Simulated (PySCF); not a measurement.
# C₃H₄F₄SeSi: electronic excitations

Wanted: the electronic excitations of C₃H₄F₄SeSi (`FC(F)[C@@H]1[Se][C@H](F)[Si@@H]1F`), by calculation.

The runs use PySCF 2.14.0, with density-fitted response routines of our own; the level of theory stands in each step. All values are computed, except where a source is named. Atoms count from 0, in the outputs and in this text.

### Step 1. The starting structure

13 atoms, charge 0, multiplicity 1; geometry from: GFN2-xTB.

Bonds of the start (Å): F0–C1 1.36, C1–F2 1.36, C1–C3 1.51, C3–Se4 2.00, Se4–C5 2.01, C5–F6 1.37, C5–Si7 1.93, Si7–F8 1.60, Si7–C3 1.92, C1–H9 1.10, C3–H10 1.09, C5–H11 1.09, Si7–H12 1.45.

### Step 2. Ultraviolet spectrum: wB97X-D/def2-SVPD

What the job is given:

```
{"job": {"kind": "uv", "xc": "wB97X-D", "basis": "def2-SVPD", "nstates": 8, "ntriplets": 3}, "charge": 0, "multiplicity": 1}
F     -2.329413    -1.573598    -0.789485
C     -1.745983    -0.514234    -0.178276
F     -2.583927     0.538204    -0.367916
C     -0.397535    -0.219510    -0.788970
Se     0.919729    -1.673473    -0.400695
C      1.899760    -0.217042     0.575151
F      1.958179    -0.465760     1.917343
Si     0.627842     1.148416     0.074140
F     -0.124172     1.680173     1.382856
H     -1.711096    -0.726073     0.899867
H     -0.527574    -0.116232    -1.867366
H      2.931662    -0.144515     0.225464
H      1.078141     2.284130    -0.699841
```

With the program's defaults for keys left out, this is: TDDFT wB97X-D/def2-SVPD, vertical, gas phase, core orbitals frozen in the response.

The run is started by

```sh
> OMP_NUM_THREADS=1 python probes_run.py task.json out
```

One launch serves the whole session: the jobs run in the order shown.

Predict these results of the whole session: lowest singlet (wB97X-D/def2-SVPD); brightest single state of those computed; lowest triplet; surface potential, 1st and 99th percentile.

**Answer**, as computed:

| quantity | value |
| --- | --- |
| lowest singlet (wB97X-D/def2-SVPD) | 4.37 eV (284 nm), f = 0.001 |
| brightest single state of those computed | state 6, 6.99 eV, f = 0.060 |
| lowest triplet | 3.93 eV |
| surface potential, 1st and 99th percentile | -0.78 V and 2.07 V |

In words: The first singlet state (HOMO→LUMO 0.94) lies at 4.37 eV and is dark; of the 8 states computed, the strongest absorption comes from states 6 to 7 together at 6.99 eV. The lowest triplet lies 0.43 eV below the lowest singlet (triplets in Tamm-Dancoff, singlets in full TDDFT).
